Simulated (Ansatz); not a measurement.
# ClH5OSi2: the cost of one run

All numbers are computed with Ansatz 0.2.0 through its Python package. Level of theory: r2SCAN0/def2-SVP.

## (1) The system

Bond lengths: Si1–O2 1.607 Å, O2–Si3 1.666 Å, Si3–Cl4 2.094 Å, Si1–H5 1.527 Å, Si1–H6 1.460 Å, Si1–H7 1.510 Å, Si3–H8 1.424 Å, Si3–H9 1.424 Å. Angles: Si1–O2–Si3 138.9°, O2–Si1–H5 109.7°, O2–Si1–H6 114.5°, O2–Si1–H7 109.6°, H5–Si1–H6 109.3°, H5–Si1–H7 105.8°, H6–Si1–H7 107.6°, O2–Si3–Cl4 103.0°, O2–Si3–H8 109.8°, O2–Si3–H9 109.9°, Cl4–Si3–H8 110.3°, Cl4–Si3–H9 108.7°, H8–Si3–H9 114.5°.

clh5osi2.xyz, read by the script:

```xyz
9

Si    0.47800    1.44120    0.30200
O     0.49110   -0.16500    0.24670
Si   -0.46940   -1.41070   -0.30290
Cl    0.65890   -3.11400    0.15430
H     0.33500    2.00280   -1.11090
H     1.64920    2.03500    0.94010
H    -0.74230    1.91300    1.05630
H    -1.69960   -1.42430    0.41460
H    -0.61240   -1.32430   -1.71720
```

## (2) Script

File scan_clh5osi2.py:

```python
# -*- coding: utf-8 -*-
'''Potential curve of ClH5OSi2 along one bond.'''

import warnings

import ansatz
import numpy as np


def main():
    warnings.simplefilter('ignore', ansatz.DeckWarning)

    geometry = ansatz.Crystal.molecule_from_extxyz('clh5osi2.xyz')

    symbols = [site.symbol for site in geometry.cartesian_sites]
    start = np.array([site.position_ang for site in geometry.cartesian_sites])
    axis = (start[2] - start[1]) / np.linalg.norm(start[2] - start[1])
    moving = [2, 3, 7, 8]
    lengths, energies = [1.466, 1.533, 1.6, 1.666, 1.733, 1.8, 1.866, 1.966], []
    for length in lengths:
        xyz = start.copy()
        xyz[moving] += (length - np.linalg.norm(start[2] - start[1])) * axis
        point = ansatz.Crystal.molecule()
        for symbol, place in zip(symbols, xyz):
            point = point.atom(symbol, place.tolist())
        calc = (
            point.calculation()
            .basis(gaussian='def2-SVP')
            .functional('r2scan0')
        )
        summary = calc.run().report
        energies.append(summary['free_energy_ev'])
        print(f'r = {length:6.3f} A  E = {energies[-1]:.5f} eV  <S^2> = {abs(summary["mean_field"]["state"]["spin_squared"]):.3f}')

    # quartic fit about the minimum
    fit = np.polynomial.Polynomial.fit(lengths, np.array(energies) - min(energies), 4).convert()
    roots = [r.real for r in fit.deriv().roots() if abs(r.imag) < 1e-9 and fit.deriv(2)(r.real) > 0]
    r_e = min(roots, key=lambda r: abs(r - lengths[int(np.argmin(energies))]))
    print(f'minimum of the fit at {r_e:.4f} A, force constant {fit.deriv(2)(r_e):.2f} eV/A^2')


if __name__ == '__main__':
    main()
```

## (3) The calls as engine input

The engine receives this input (first run):

```yaml
crystal:
  periodic: [false, false, false]
  atoms:
    - { symbol: Si, position_ang: [0.478, 1.4412, 0.302] }
    - { symbol: O, position_ang: [0.4911, -0.165, 0.2467] }
    - { symbol: Si, position_ang: [-0.35396709149726824, -1.2609917500032766, -0.2368490614127003] }
    - { symbol: Cl, position_ang: [0.7743329085027317, -2.964291750003276, 0.2203509385872997] }
    - { symbol: H, position_ang: [0.335, 2.0028, -1.1109] }
    - { symbol: H, position_ang: [1.6492, 2.035, 0.9401] }
    - { symbol: H, position_ang: [-0.7423, 1.913, 1.0563] }
    - { symbol: H, position_ang: [-1.5841670914972683, -1.2745917500032764, 0.48065093858729974] }
    - { symbol: H, position_ang: [-0.4969670914972683, -1.1745917500032765, -1.6511490614127005] }
basis:
  gaussian:
    orbitals: def2-SVP
hamiltonian:
  xc: r2scan0
```

## (4) Running it

Launch:

```
python scan_clh5osi2.py
```

Q: Estimate wall time and peak memory on 1 thread of AMD EPYC 9R45 (Zen 5), shared host.

About 16 s, with a peak of 0.28 GiB.
